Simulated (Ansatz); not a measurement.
## CH6SSi2, SMILES C1[SiH2][SiH2]S1: a ladder of methods at one geometry

Program: Ansatz 0.2.0, Python API.

Script `ch6ssi2_methods.py`:
```python
"""CH6SSi2 at several levels of theory."""

from dataclasses import dataclass

import ansatz as az


@dataclass(frozen=True)
class Options:
    basis: str = "cc-pVDZ"


cfg = Options()

geometry_ang = [
    ("C", (-0.4591, 1.1993, 0.0847)),
    ("Si", (-0.8749, -0.5722, -0.3981)),
    ("Si", (1.2258, -0.82, 0.2156)),
    ("S", (0.7315, 0.8533, 1.4577)),
    ("H", (-0.0401, 1.8121, -0.7535)),
    ("H", (-1.4015, 1.7999, 0.3995)),
    ("H", (-1.8708, -1.2178, 0.4731)),
    ("H", (-1.1311, -0.7386, -1.8536)),
    ("H", (2.2937, -0.3635, -0.7043)),
    ("H", (1.6096, -2.0038, 1.0818)),
]
system = az.Crystal.molecule()
for symbol, xyz in geometry_ang:
    system = system.atom(symbol, xyz)

base = (
    system.calculation()
    .basis(gaussian=cfg.basis)
    .scf(lower_state_search="standard")
)

methods = ["mp2", "ccsd", "ccsd_t"]
reports = [base.correlation(m).run(threads=1).report for m in methods]
print(f"Hartree-Fock reference {reports[0]['reference_energy_ev'] / 27.211386246:.6f} Ha")
best = reports[-1]["free_energy_ev"] - reports[-1]["reference_energy_ev"]
for method, each in zip(methods, reports):
    gained = each["free_energy_ev"] - each["reference_energy_ev"]
    print(f"{method:8s} total {each['free_energy_ev'] / 27.211386246:.6f} Ha  correlation {gained:9.4f} eV  ({100 * gained / best:.1f} % of the last)")
```

Running `python ch6ssi2_methods.py` prints:
```text
Hartree-Fock reference -1016.739962 Ha
mp2      total -1017.212465 Ha  correlation  -12.8575 eV  (86.0 % of the last)
ccsd     total -1017.271567 Ha  correlation  -14.4657 eV  (96.8 % of the last)
ccsd_t   total -1017.289359 Ha  correlation  -14.9499 eV  (100.0 % of the last)
```

The settings weren't tested for convergence. The geometry is a force-field or estimated start, not a minimum of this method, and the basis set is short of its limit. A lower total doesn't mark the better method: functionals have no common bound, and MP2 and coupled cluster aren't variational. Inner cores stay frozen, so this is valence correlation. For Al to Cl the sets with a tight d function, cc-pV(X+d)Z, are usual. The whole script took 15 s on 1 thread of Arm Neoverse V2, on a shared host, peak memory 0.39 GiB.
